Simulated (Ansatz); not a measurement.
**Sn3Te in Ansatz: convergence with ecutfock ratio**

Input of the first run (ecutfock ratio 1); the others differ in this setting and in those tied to it:

File input.yaml:

```yaml
crystal:
  lattice:
    - [4.865622, 0.0, 0.0]
    - [0.0, 4.865622, 0.0]
    - [0.0, 0.0, 4.865622]
  atoms:
    - { symbol: Te, position: [0.0, 0.0, 0.0] }
    - { symbol: Sn, position: [0.0, 0.5, 0.5] }
    - { symbol: Sn, position: [0.5, 0.0, 0.5] }
    - { symbol: Sn, position: [0.5, 0.5, 0.0] }
hamiltonian:
  xc: hse06
  pseudopotentials: { kind: paw }
kpoints:
  mp_grid: { grid: [3, 3, 3] }
scf:
  occupations: { method: gaussian, width: 0.1 }
  exx: { ecutfock_ratio: 1 }
output:
  forces: true
  stress: true
  eigenvalues: true
```

Potentials or basis: Ansatz PAW.

The run is started by

```console
$ ansatz run input.yaml --threads 2 --pin off --max-ram 5632MiB --backend cpu --events-out ev --progress --plain --runs-dir out
```

The cell comes from a database or a generator and needn't be the stable form of this composition.

Hardware: 2 threads of Arm Neoverse V2 (shared host).

Q: The values tried are 1, 2, 3, 4, loosest first. From which on does the energy stay within 1 meV/atom of the tightest run that finished?

A: From 2 on.

```tsv
ecutfock ratio	energy less the tightest run, at zero smearing (meV/atom)	SCF cycles	CPU time (s)	peak memory (GiB)
1	18.85	18	21	0.78
2	0.03	18	25	0.89
3	0.00	18	27	0.96
4	0.00	18	27	0.97
```

The tightest run that finished is the yardstick and may itself not be fully converged.

Caveat, for the tightest run too: the k mesh is coarse (spacing up to 0.43 Å⁻¹), so the values aren't converged, least of all with exact exchange. Spin-orbit coupling is left out, which matters for the levels of Te.
